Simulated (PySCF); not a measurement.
# C3H7FGe: a tour of settings

Which settings matter for C3H7FGe (`C=[C]([GeH3])CF`)?

Programs: PySCF 2.14.0, with density-fitted response routines of our own. Each step states its level of theory. These are calculated values for one molecule in the gas phase, unless marked as measured. Atoms are numbered from 0 throughout.

## (1) The starting structure

12 atoms, charge 0, multiplicity 1; geometry from: GFN2-xTB.

Bonds of the start (Å): C0–C1 1.32, C1–Ge2 1.96, C1–C3 1.50, C3–F4 1.38, C0–H5 1.08, C0–H6 1.08, Ge2–H7 1.49, Ge2–H8 1.49, Ge2–H9 1.50, C3–H10 1.10, C3–H11 1.09.

## (2) Nuclear shieldings: PBE0/pcSseg-1

What the job is given:

```
{"job": {"kind": "nmr", "xc": "PBE0", "basis": "pcSseg-1"}, "charge": 0, "multiplicity": 1}
C     -0.381268     1.554767    -0.549197
C     -0.196840     0.312862    -0.131109
Ge     1.547589    -0.462902     0.308489
C     -1.334224    -0.638470     0.065753
F     -0.821157    -1.856355     0.472120
H      0.454239     2.223308    -0.677143
H     -1.358630     1.954174    -0.778837
H      1.821958    -1.658054    -0.538378
H      1.583627    -0.872116     1.741325
H      2.598651     0.573322     0.063236
H     -2.018293    -0.307771     0.854263
H     -1.894454    -0.823450    -0.856548
```

Method: GIAO PBE0/pcSseg-1 NMR shielding, non-relativistic, gas phase.

Run with:

```
OMP_NUM_THREADS=1 python probes_run.py task.json out
```

This one command runs all jobs of the session in turn.

Output:

```text
coarse grid: 45560 points
cycle   1  E = -2294.5088819996  dE = -2.361e-01  |g| = 9.468e-01  |ddm| = 3.154e+00
cycle   2  E = -2294.4735097360  dE =  3.537e-02  |g| = 1.016e+00  |ddm| = 9.925e-01
cycle   3  E = -2294.5819762918  dE = -1.085e-01  |g| = 1.223e-01  |ddm| = 6.301e-01
cycle   4  E = -2294.5838001003  dE = -1.824e-03  |g| = 5.927e-02  |ddm| = 1.058e-01
cycle   5  E = -2294.5843909440  dE = -5.908e-04  |g| = 1.005e-02  |ddm| = 4.487e-02
cycle   6  E = -2294.5844117756  dE = -2.083e-05  |g| = 3.981e-03  |ddm| = 9.568e-03
cycle   7  E = -2294.5844152056  dE = -3.430e-06  |g| = 4.906e-04  |ddm| = 3.736e-03
final grid: 95872 points
cycle   8  E = -2294.5844259420  dE =  1.283e-08  |g| = 7.145e-04  |ddm| = 1.853e-03
cycle   9  E = -2294.5844257789  dE =  1.631e-07  |g| = 1.124e-03  |ddm| = 1.622e-03
cycle  10  E = -2294.5844260588  dE = -2.799e-07  |g| = 1.118e-04  |ddm| = 9.406e-04
cycle  11  E = -2294.5844260617  dE = -2.864e-09  |g| = 2.087e-05  |ddm| = 9.615e-05
cycle  12  E = -2294.5844260618  dE = -9.550e-11  |g| = 4.736e-06  |ddm| = 2.299e-05
converged SCF energy = -2294.5844260618

GIAO shielding tensors (ppm)
atom      isotropic    diamagn.    paramagn.     s11        s22        s33       span
  0 C       58.532     252.646    -194.114    -60.021     71.988    163.630    223.652
  1 C       27.759     264.371    -236.612    -73.742     22.439    134.578    208.320
  2 Ge    1568.291    2754.713   -1186.422   1481.870   1562.834   1660.168    178.298
  3 C       97.545     241.092    -143.547     61.847     81.306    149.482     87.634
  4 F      407.625     474.401     -66.776    335.110    396.736    491.028    155.919
  5 H       25.753      31.199      -5.445     22.336     23.941     30.984      8.648
  6 H       25.790      30.659      -4.869     22.555     24.855     29.960      7.405
  7 H       27.627      28.879      -1.251     20.866     23.193     38.823     17.957
  8 H       27.650      28.895      -1.245     20.997     23.069     38.884     17.887
  9 H       28.174      29.377      -1.203     21.944     23.150     39.427     17.483
 10 H       26.253      28.529      -2.276     22.012     26.501     30.245      8.233
 11 H       26.250      28.535      -2.285     22.028     26.488     30.233      8.205
```

It took 27 s on 1 thread of Arm Neoverse V1, shared host; peak memory 0.66 GiB.

Shifts follow as δ = σ(reference) − σ, with reference shieldings (ppm) from runs at the same level and on the same kind of geometry: ¹H TMS 31.72, ¹³C TMS 186.9, ¹⁹F CFCl3 170.9, ⁷³Ge GeMe4 1331. The references are single molecules in the gas phase, so shifts against H2O, NH3, PH3, H3PO4 or CFCl3 are not on the usual liquid scales and can be off by tens of ppm. Atoms listed in one row are averaged.

| atoms | environment | σ (ppm) | δ (ppm) |
| --- | --- | --- | --- |
| C1 | fully substituted alkene carbon | 27.8 | 159.2 |
| C0 | terminal =CH2 carbon | 58.5 | 128.4 |
| C3 | allylic sp3 CH2 bonded to F | 97.5 | 89.4 |
| H5 | hydrogen on a terminal =CH2 carbon | 25.75 | 5.96 |
| H6 | hydrogen on a terminal =CH2 carbon | 25.79 | 5.93 |
| H10, H11 | hydrogen on an allylic sp3 CH2 bonded to F | 26.25 | 5.47 |
| H7, H8, H9 | hydrogen on a germanium bonded to C | 27.82 | 3.90 |
| Ge2 | germanium bonded to C, 3 H | 1568 | -237 |
| F4 | fluorine on an sp3 carbon | 407.6 | -236.7 |

Charges from the same density, by scheme (e):

| atoms | Mulliken | IAO | Hirshfeld | ESP fit |
| --- | --- | --- | --- | --- |
| C0 | -0.07 | -0.31 | -0.10 | -0.53 |
| C1 | -0.71 | -0.23 | -0.09 | 0.08 |
| Ge2 | 0.40 | 0.49 | 0.28 | 0.19 |
| C3 | 0.29 | 0.03 | 0.02 | -0.02 |
| F4 | -0.34 | -0.32 | -0.10 | -0.22 |

Mayer bond orders: C0–C1 1.96, C1–Ge2 0.81, C1–C3 1.00, C3–F4 0.87.

The fields below are evaluated on a grid from the run's orbitals.

Frontier orbitals at PBE0/pcSseg-1, with the share of their density that lies nearest to each atom:

| orbital | energy (eV) | lies on |
| --- | --- | --- |
| HOMO | -7.74 | C0, C1 about 33 % each |
| LUMO | -0.38 | C0, C1 about 31 % each; H5, H6 about 8 % each |

ELF in a plane through or near 8 of the atoms.

Values, 10 rows by 14 columns:
```
0.00 0.00 0.00 0.00 0.00 0.00 0.00 0.00 0.00 0.00 0.00 0.00 0.00 0.00
0.00 0.00 0.00 0.00 0.00 0.00 0.00 0.04 0.01 0.00 0.00 0.00 0.00 0.00
0.00 0.00 0.00 0.17 0.15 0.00 0.86 1.00 0.81 0.06 0.10 0.00 0.00 0.00
0.00 0.01 0.88 1.00 1.00 0.16 0.26 0.95 0.44 0.97 0.99 0.61 0.00 0.00
0.00 0.02 0.47 0.92 0.34 0.17 0.70 0.57 0.80 0.43 0.66 0.07 0.00 0.00
0.00 0.00 0.07 0.26 0.61 0.52 0.79 0.66 0.90 0.22 0.04 0.00 0.00 0.00
0.00 0.00 0.04 0.19 0.33 0.10 0.23 0.53 0.18 0.70 0.22 0.02 0.00 0.00
0.00 0.00 0.00 0.02 0.02 0.05 0.74 0.50 0.62 0.03 0.02 0.00 0.00 0.00
0.00 0.00 0.00 0.00 0.00 0.00 0.07 0.27 0.19 0.00 0.00 0.00 0.00 0.00
0.00 0.00 0.00 0.00 0.00 0.00 0.00 0.00 0.00 0.00 0.00 0.00 0.00 0.00
```
The map spans 9.8 Å across and 9.9 Å up, centred on the molecule. Atoms in the plane (x, y in Å): C0 (0.9, 1.4), C1 (0.3, 0.3), Ge2 (-1.6, 0.0), C3 (1.1, -1.0), F4 (0.2, -2.1), H5 (0.3, 2.3), H6 (2.0, 1.6), H9 (-2.3, 1.3).

log10 of the density (e/Å³) in the same plane.

Ten even steps from '0' (-4.0) to '9' (1.7):
```
0000000000000000000000000000
0000000000000000000000000000
0000000000001222211000000000
0000011111123344432211000000
0000122222234555544332110000
0012334444335677665544220000
0012345555445677777654321000
0123456766555567977755321000
0123456677666677765544220000
0123445689876798665433210000
0122345699876677765543210000
0022345667665567776644220000
0012334555555677776654220000
0011233344457898765543210000
0000122233456788654432110000
0000001112345666543211000000
0000000000123444432100000000
0000000000001122100000000000
0000000000000000000000000000
0000000000000000000000000000
```
The map spans 9.8 Å across and 9.9 Å up, centred on the molecule. Atoms in the plane (x, y in Å): C0 (0.9, 1.4), C1 (0.3, 0.3), Ge2 (-1.6, 0.0), C3 (1.1, -1.0), F4 (0.2, -2.1), H5 (0.3, 2.3), H6 (2.0, 1.6), H9 (-2.3, 1.3).

On the surface of density 0.002 e/bohr³ the electrostatic potential runs, from the 1st to the 99th percentile, from -0.96 V near F4 to 1.04 V near H6.

## (3) Ultraviolet spectrum: PBE0/def2-SVPD

Settings changed since step 2:

```diff
@@ -1,2 +1,2 @@
-{"job": {"kind": "nmr", "xc": "PBE0", "basis": "pcSseg-1"}, "charge": 0, "multiplicity": 1}
+{"job": {"kind": "uv", "xc": "PBE0", "basis": "def2-SVPD", "nstates": 6, "ntriplets": 2}, "charge": 0, "multiplicity": 1}
 C     -0.381268     1.554767    -0.549197
```

Level: TDDFT PBE0/def2-SVPD, vertical, gas phase, core orbitals frozen in the response.

Output:

```text
coarse grid: 45560 points
cycle   1  E = -2294.3677121147  dE = -2.031e-01  |g| = 5.553e-01  |ddm| = 4.562e+00
cycle   2  E = -2294.3409861056  dE =  2.673e-02  |g| = 6.981e-01  |ddm| = 1.509e+00
cycle   3  E = -2294.4152779430  dE = -7.429e-02  |g| = 7.597e-02  |ddm| = 8.832e-01
cycle   4  E = -2294.4161061290  dE = -8.282e-04  |g| = 3.004e-02  |ddm| = 1.170e-01
cycle   5  E = -2294.4162678594  dE = -1.617e-04  |g| = 7.465e-03  |ddm| = 4.913e-02
cycle   6  E = -2294.4162787468  dE = -1.089e-05  |g| = 3.530e-03  |ddm| = 1.433e-02
cycle   7  E = -2294.4162818105  dE = -3.064e-06  |g| = 2.666e-04  |ddm| = 4.949e-03
final grid: 95872 points
cycle   8  E = -2294.4162893669  dE = -5.319e-08  |g| = 3.251e-04  |ddm| = 6.728e-03
cycle   9  E = -2294.4162893437  dE =  2.320e-08  |g| = 4.421e-04  |ddm| = 1.329e-03
cycle  10  E = -2294.4162893965  dE = -5.281e-08  |g| = 5.756e-05  |ddm| = 7.119e-04
cycle  11  E = -2294.4162893973  dE = -8.058e-10  |g| = 1.018e-05  |ddm| = 8.696e-05
converged SCF energy = -2294.4162893973

Static polarisability (au): isotropic 68.013, principal 54.199 69.345 80.496

Singlet excitations
state   eV       nm        f      main configurations
  1   6.6619    186.1   0.00090   H-1->L 0.97
  2   6.8523    180.9   0.29324   H->L 0.95
  3   7.0981    174.7   0.00024   H->L+1 0.91
  4   7.3444    168.8   0.01514   H->L+2 0.88
  5   7.8057    158.8   0.00136   H-2->L 0.97
  6   7.8742    157.5   0.00231   H->L+3 0.67, H->L+4 0.29

Triplet excitations (Tamm-Dancoff, eV): 4.1555 6.0846
```

Wall time 32 s (1 thread of Arm Neoverse V1, shared host); peak memory 0.67 GiB.

Frontier orbitals and where they lie:

| orbital | eV | atoms |
| --- | --- | --- |
| HOMO−3 | -9.71 | Ge2 39 %, H8 23 %, H7 21 % |
| HOMO−2 | -9.45 | Ge2 41 %, H9 33 %, H7 10 % |
| HOMO−1 | -8.79 | C1 29 %, Ge2 21 %, C3 12 % |
| HOMO | -7.75 | C0 35 %, C1 31 %, C3 7 % |
| LUMO | -0.45 | C0 33 %, C1 32 %, C3 7 % |
| LUMO+1 | 0.44 | Ge2 42 %, C3 9 %, H9 8 % |
| LUMO+2 | 0.87 | Ge2 28 %, C0 14 %, H9 10 % |

With each of the 6 states as a Gaussian band of 0.4 eV half-width at 1/e, the curve within the window shown has maxima at 181 nm (ε 12,000) L/(mol cm). Beyond the last state computed it falls off for lack of states. The curve at chosen wavelengths:

(nm, ε (L/mol/cm)): (152, 85), (154, 134), (156, 197), (158, 282), (160, 410), (162, 624), (164, 989), (167, 2023), (169, 3172), (171, 4730), (173, 6609), (175, 8589), (177, 10353), (179, 11580), (181, 12045), (183, 11688), (185, 10618), (187, 9064), (189, 7297), (192, 4761), (194, 3362), (196, 2266), (198, 1462), (200, 906), (202, 540), (204, 311)

Leading natural transition orbitals of singlet state 2: the hole lies on C0 30 %; C1 24 %; 4 H atoms about 7 % each; the particle on C1 29 %; C0 21 %; H6 14 %.

Leading natural transition orbitals of singlet state 1: the hole lies on C1 34 %; Ge2 14 %; H6 10 %; the particle on C1 35 %; C0 28 %; H5, H6 about 9 % each.

Further results of this job:

| property | computed |
| --- | --- |
| dipole moment (D) | 1.83 |
| polarisability (Å³) | 10.08 |
| HOMO–LUMO gap (eV) | 7.30 |
| −ε(HOMO) (eV) | 7.75 |

## (4) NMR shieldings: LC-wPBE/aug-cc-pVDZ

Settings changed since step 3:

```diff
@@ -1,2 +1,2 @@
-{"job": {"kind": "uv", "xc": "PBE0", "basis": "def2-SVPD", "nstates": 6, "ntriplets": 2}, "charge": 0, "multiplicity": 1}
+{"job": {"kind": "nmr", "xc": "LC-wPBE", "basis": "aug-cc-pVDZ", "pop": false, "grid": 3}, "charge": 0, "multiplicity": 1}
 C     -0.381268     1.554767    -0.549197
```

Level: GIAO LC-wPBE/aug-cc-pVDZ NMR shielding, non-relativistic, gas phase.

Output:

```text
coarse grid: 45560 points
cycle   1  E = -2294.8566215203  dE =  6.349e-03  |g| = 5.297e-01  |ddm| = 9.116e+00
cycle   2  E = -2294.8731765523  dE = -1.656e-02  |g| = 5.312e-01  |ddm| = 2.096e+00
cycle   3  E = -2294.9167024056  dE = -4.353e-02  |g| = 5.814e-02  |ddm| = 7.347e-01
cycle   4  E = -2294.9174174748  dE = -7.151e-04  |g| = 2.113e-02  |ddm| = 2.359e-01
cycle   5  E = -2294.9175343833  dE = -1.169e-04  |g| = 3.837e-03  |ddm| = 1.130e-01
cycle   6  E = -2294.9175391326  dE = -4.749e-06  |g| = 1.008e-03  |ddm| = 1.787e-02
final grid: 145912 points
cycle   7  E = -2294.9174228132  dE = -4.439e-07  |g| = 5.624e-04  |ddm| = 9.450e-03
cycle   8  E = -2294.9174228726  dE = -5.942e-08  |g| = 4.049e-04  |ddm| = 2.798e-03
cycle   9  E = -2294.9174229079  dE = -3.531e-08  |g| = 7.208e-05  |ddm| = 1.013e-03
cycle  10  E = -2294.9174229102  dE = -2.290e-09  |g| = 4.553e-05  |ddm| = 3.006e-04
cycle  11  E = -2294.9174229109  dE = -6.903e-10  |g| = 6.598e-06  |ddm| = 1.789e-04
converged SCF energy = -2294.9174229109

GIAO shielding tensors (ppm)
atom      isotropic    diamagn.    paramagn.     s11        s22        s33       span
  0 C       77.006     224.155    -147.149    -38.706     88.437    181.287    219.994
  1 C       47.324     189.586    -142.262    -53.343     42.539    152.776    206.119
  2 Ge    1741.379    2764.378   -1022.998   1649.598   1743.093   1831.447    181.849
  3 C      116.852     225.435    -108.582     78.437    100.129    171.990     93.553
  4 F      413.359     471.825     -58.467    360.933    390.752    488.392    127.459
  5 H       25.922      34.794      -8.871     22.345     24.276     31.145      8.800
  6 H       25.801      37.496     -11.695     22.441     25.000     29.963      7.522
  7 H       27.767      28.804      -1.037     20.953     23.231     39.118     18.165
  8 H       27.796      28.836      -1.040     21.084     23.119     39.185     18.101
  9 H       28.175      29.946      -1.771     21.768     23.094     39.663     17.895
 10 H       26.397      29.241      -2.843     22.265     26.764     30.163      7.898
 11 H       26.398      29.586      -3.188     22.282     26.756     30.157      7.875
```

Wall time 45 s (1 thread of Arm Neoverse V1, shared host); peak memory 0.93 GiB.

In short: σ C1 47.3, C0 77.0, C3 116.9, Ge2 1741, H6 25.80, H5 25.92 ppm.

## (5) Nuclear shieldings: LDA/def2-SVPD

Settings changed since step 4:

```diff
@@ -1,2 +1,2 @@
-{"job": {"kind": "nmr", "xc": "LC-wPBE", "basis": "aug-cc-pVDZ", "pop": false, "grid": 3}, "charge": 0, "multiplicity": 1}
+{"job": {"kind": "nmr", "xc": "LDA", "basis": "def2-SVPD", "pop": true}, "charge": 0, "multiplicity": 1}
 C     -0.381268     1.554767    -0.549197
```

With the program's defaults for keys left out, this is: GIAO LDA/def2-SVPD NMR shielding, non-relativistic, gas phase.

Output:

```text
coarse grid: 45560 points
cycle   1  E = -2289.9408839463  dE = -2.517e-01  |g| = 7.300e-01  |ddm| = 5.039e+00
cycle   2  E = -2289.8221787606  dE =  1.187e-01  |g| = 1.087e+00  |ddm| = 2.532e+00
cycle   3  E = -2290.0166474483  dE = -1.945e-01  |g| = 1.515e-01  |ddm| = 1.768e+00
cycle   4  E = -2290.0206914061  dE = -4.044e-03  |g| = 5.447e-02  |ddm| = 1.784e-01
cycle   5  E = -2290.0211464213  dE = -4.550e-04  |g| = 2.571e-02  |ddm| = 1.094e-01
cycle   6  E = -2290.0213045052  dE = -1.581e-04  |g| = 8.410e-03  |ddm| = 3.747e-02
cycle   7  E = -2290.0213230284  dE = -1.852e-05  |g| = 2.163e-03  |ddm| = 1.430e-02
cycle   8  E = -2290.0213241576  dE = -1.129e-06  |g| = 4.320e-04  |ddm| = 3.323e-03
final grid: 95872 points
cycle   9  E = -2290.0213386136  dE = -4.770e-08  |g| = 6.629e-04  |ddm| = 8.913e-03
cycle  10  E = -2290.0213384587  dE =  1.549e-07  |g| = 1.068e-03  |ddm| = 2.905e-03
cycle  11  E = -2290.0213387140  dE = -2.553e-07  |g| = 9.064e-05  |ddm| = 1.664e-03
cycle  12  E = -2290.0213387161  dE = -2.055e-09  |g| = 2.750e-05  |ddm| = 1.723e-04
cycle  13  E = -2290.0213387162  dE = -1.364e-10  |g| = 9.996e-06  |ddm| = 3.908e-05
converged SCF energy = -2290.0213387162

GIAO shielding tensors (ppm)
atom      isotropic    diamagn.    paramagn.     s11        s22        s33       span
  0 C       72.782     260.906    -188.124    -28.206     73.985    172.568    200.774
  1 C       35.277     249.048    -213.771    -51.911     22.356    135.387    187.297
  2 Ge    1650.460    2759.654   -1109.194   1547.554   1666.884   1736.943    189.390
  3 C      103.700     243.934    -140.234     65.569     86.731    158.801     93.233
  4 F      399.118     461.290     -62.172    336.183    371.118    490.054    153.871
  5 H       25.445      29.091      -3.646     22.156     23.844     30.335      8.180
  6 H       25.395      34.357      -8.962     22.549     24.706     28.929      6.380
  7 H       26.742      31.017      -4.274     19.968     22.312     37.948     17.980
  8 H       26.768      31.066      -4.298     20.098     22.189     38.016     17.918
  9 H       27.373      31.203      -3.830     21.266     22.252     38.602     17.337
 10 H       25.659      25.613       0.045     21.636     26.067     29.272      7.636
 11 H       25.673      25.573       0.101     21.695     26.055     29.269      7.575
```

Run time: 24 s. Hardware: 1 thread of Arm Neoverse V1, shared host; peak memory 0.68 GiB.

In short: σ C1 35.3, C0 72.8, C3 103.7, Ge2 1650, H6 25.39, H5 25.44 ppm.

## (6) Nuclear shieldings: HCTH407/pcSseg-0

Settings changed since step 5:

```diff
@@ -1,2 +1,2 @@
-{"job": {"kind": "nmr", "xc": "LDA", "basis": "def2-SVPD", "pop": true}, "charge": 0, "multiplicity": 1}
+{"job": {"kind": "nmr", "xc": "HCTH407", "basis": "pcSseg-0", "pop": true}, "charge": 0, "multiplicity": 1}
 C     -0.381268     1.554767    -0.549197
```

Method: GIAO HCTH407/pcSseg-0 NMR shielding, non-relativistic, gas phase.

Output:

```text
coarse grid: 45560 points
cycle   1  E = -2293.5190003033  dE = -7.374e-01  |g| = 5.136e-01  |ddm| = 3.470e+00
cycle   2  E = -2293.4545632386  dE =  6.444e-02  |g| = 8.043e-01  |ddm| = 1.675e+00
cycle   3  E = -2293.5688290404  dE = -1.143e-01  |g| = 9.019e-02  |ddm| = 1.021e+00
cycle   4  E = -2293.5701289459  dE = -1.300e-03  |g| = 4.873e-02  |ddm| = 1.554e-01
cycle   5  E = -2293.5706799120  dE = -5.510e-04  |g| = 1.991e-02  |ddm| = 7.188e-02
cycle   6  E = -2293.5707842221  dE = -1.043e-04  |g| = 2.818e-03  |ddm| = 2.274e-02
cycle   7  E = -2293.5707867742  dE = -2.552e-06  |g| = 8.569e-04  |ddm| = 5.509e-03
final grid: 95872 points
cycle   8  E = -2293.5707595272  dE =  8.209e-08  |g| = 1.205e-03  |ddm| = 4.388e-03
cycle   9  E = -2293.5707590941  dE =  4.332e-07  |g| = 1.765e-03  |ddm| = 4.359e-03
cycle  10  E = -2293.5707598568  dE = -7.628e-07  |g| = 3.749e-04  |ddm| = 2.643e-03
cycle  11  E = -2293.5707598959  dE = -3.912e-08  |g| = 4.874e-05  |ddm| = 4.243e-04
cycle  12  E = -2293.5707598965  dE = -5.884e-10  |g| = 8.078e-06  |ddm| = 6.723e-05
converged SCF energy = -2293.5707598965

GIAO shielding tensors (ppm)
atom      isotropic    diamagn.    paramagn.     s11        s22        s33       span
  0 C       61.951     255.987    -194.036    -49.699     70.506    165.045    214.744
  1 C       37.600     263.837    -226.237    -55.694     32.012    136.482    192.176
  2 Ge    1695.025    2746.375   -1051.350   1586.925   1698.824   1799.326    212.402
  3 C       97.270     245.237    -147.967     60.707     80.599    150.505     89.798
  4 F      417.776     473.962     -56.186    329.584    415.491    508.252    178.668
  5 H       27.299      31.274      -3.975     24.231     25.705     31.960      7.729
  6 H       27.373      30.911      -3.538     24.507     26.856     30.756      6.249
  7 H       29.000      29.350      -0.351     22.211     24.916     39.872     17.661
  8 H       29.014      29.368      -0.354     22.296     24.814     39.932     17.636
  9 H       29.318      29.880      -0.563     22.905     24.882     40.165     17.260
 10 H       27.745      28.985      -1.240     23.300     28.013     31.922      8.621
 11 H       27.749      28.993      -1.243     23.357     28.010     31.881      8.525
```

Run time: 8.9 s. Hardware: 1 thread of Arm Neoverse V1, shared host.

Key values: σ C1 37.6, C0 62.0, C3 97.3, Ge2 1695, H5 27.30, H6 27.37 ppm.

## (7) Side by side: NMR shifts

Shifts (ppm) of some atoms, chosen among heavy atoms and hydrogens apart, means over like atoms, with basis size and wall time:

| run | C1 | C0 | C3 | H6 | H10 | H7 | F4 | functions | time |
| --- | --- | --- | --- | --- | --- | --- | --- | --- | --- |
| PBE0/pcSseg-1 | 159.2 | 128.4 | 89.4 | 5.93 | 5.47 | 3.90 | -236.7 | 144 | 27 s |
| LC-wPBE/aug-cc-pVDZ | 154.3 | 124.6 | 84.8 | 6.11 | 5.52 | 4.00 | -198.4 | 191 | 45 s |
| LDA/def2-SVPD | 156.2 | 118.7 | 87.8 | 5.99 | 5.72 | 4.43 | -233.1 | 177 | 24 s |
| HCTH407/pcSseg-0 | 152.4 | 128.1 | 92.7 | 5.91 | 5.54 | 4.18 | -274.6 | 75 | 8.9 s |

## (8) What came out

| quantity | value |
| --- | --- |
| ¹³C shifts against TMS (PBE0/pcSseg-1) | 159.2, 128.4, 89.4 ppm |
| ¹H shifts against TMS (PBE0/pcSseg-1, means over atoms taken as alike) | 5.96, 5.93, 5.47, 3.90 ppm |
| ⁷³Ge shifts against GeMe4 (PBE0/pcSseg-1) | -237 ppm |
| ¹⁹F shifts against CFCl3 (PBE0/pcSseg-1) | -236.7 ppm |
| potential on the surface of density 0.002 e/bohr³, 1st and 99th percentile | -0.96 V and 1.04 V |
| lowest singlet (PBE0/def2-SVPD) | 6.66 eV (186 nm), f = 0.001 |
| brightest single state of those computed | state 2, 6.85 eV, f = 0.293 |
| lowest triplet | 4.16 eV |
| range of the shift of F4 | -274.6 to -198.4 ppm |

What this shows: Single values in the summary come from the first sound run of each kind (PBE0/pcSseg-1; PBE0/def2-SVPD), which need not be the best level. C1 (fully substituted alkene carbon) lies farthest downfield among carbon, at 159.2 ppm; as expected for a trigonal carbon in a double bond. At PBE0/pcSseg-1: Shielding is most anisotropic at C0 (span 224 ppm, paramagnetic term -194 ppm). By nearest atom (PBE0/pcSseg-1), the HOMO sits on C0, C1 about 33 % each and the LUMO on C0, C1 about 31 % each; H5, H6 about 8 % each. The lowest singlet, at 6.66 eV, is HOMO−1→LUMO 0.97 and is dark; of the 6 states computed, the strongest absorption comes from state 2 at 6.85 eV. The lowest triplet lies 2.51 eV below the lowest singlet (triplets in Tamm-Dancoff, singlets in full TDDFT). Among the atoms with a shift in every run: In ppm, F4 moves most: its shift spreads over 76.1 ppm, from -274.6 (HCTH407/pcSseg-0) to -198.4 (LC-wPBE/aug-cc-pVDZ). Most of that comes from the computed reference, not from the atom's own shielding. Spin-orbit coupling is left out, which matters for shieldings and couplings at and beside the heavy atoms.
